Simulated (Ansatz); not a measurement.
# LuTiF3: the cost of one run

Computed with Ansatz 0.2.0 (DFT PBE, scalar-relativistic, plane waves, PAW, unless a step's input says otherwise).

## Step 1: The structure to begin with

It takes space group Pm-3m (No. 221, cubic). Conventional cell: a = 4.095 Å, b = 4.095 Å, c = 4.095 Å, α = 90.00°, β = 90.00°, γ = 90.00°. Lu (site symmetry m-3m) has 12 F at 2.90 Å as nearest neighbours. Around Ti (site symmetry m-3m) lie 6 F at 2.05 Å. Around F (site symmetry 4/mmm) lie 2 Ti at 2.05 Å and 4 Lu at 2.90 Å.

Coordinates:

```cif
data_structure
_symmetry_space_group_name_H-M 'Pm-3m'
_symmetry_Int_Tables_number 221
_cell_length_a 4.0954
_cell_length_b 4.0954
_cell_length_c 4.0954
_cell_angle_alpha 90.000
_cell_angle_beta 90.000
_cell_angle_gamma 90.000
_cell_volume 68.69
loop_
_atom_site_label
_atom_site_type_symbol
_atom_site_symmetry_multiplicity
_atom_site_Wyckoff_symbol
_atom_site_fract_x
_atom_site_fract_y
_atom_site_fract_z
_atom_site_occupancy
Lu1 Lu 1 b 0.50000 0.50000 0.50000 1
Ti1 Ti 1 a 0.00000 0.00000 0.00000 1
F1 F 3 d 0.00000 0.50000 0.00000 1
```

A structure generator made this guess: species swapped into a database cell of KCaF3 (Pm-3m, No. 221), with Lu on the K sites and Ti on the Ca sites. The dimensions are guesses.

## Step 2: Probe: one point on a coarse mesh

Input file input.yaml:

```yaml
crystal:
  lattice:
    - [4.09539365, 0.0, 0.0]
    - [0.0, 4.09539365, 0.0]
    - [0.0, 0.0, 4.09539365]
  atoms:
    - { symbol: Lu, position: [0.5, 0.5, 0.5] }
    - { symbol: Ti, position: [0.0, 0.0, 0.0], spin: 1.0 }
    - { symbol: F, position: [0.0, 0.5, 0.0] }
    - { symbol: F, position: [0.0, 0.0, 0.5] }
    - { symbol: F, position: [0.5, 0.0, 0.0] }
basis:
  ecutwfc: 420
kpoints:
  mp_grid: { grid: [4, 4, 4] }
hamiltonian:
  xc: pbe
scf:
  occupations: { method: gaussian, width: 0.1 }
  lower_state_search: "off"
output:
  forces: true
  stress: true
  eigenvalues: true
  populations: true
magnetization:
  spin_polarized: true
```

Command:

```
ansatz run input.yaml --threads 1 --pin off --max-ram 2560MiB --backend cpu --events-out ev --progress --plain --runs-dir out
```

What time and memory should one allow on 1 thread of Intel Xeon Platinum 8488C (Sapphire Rapids), shared host?

About 6 s, with a peak of 0.42 GiB.
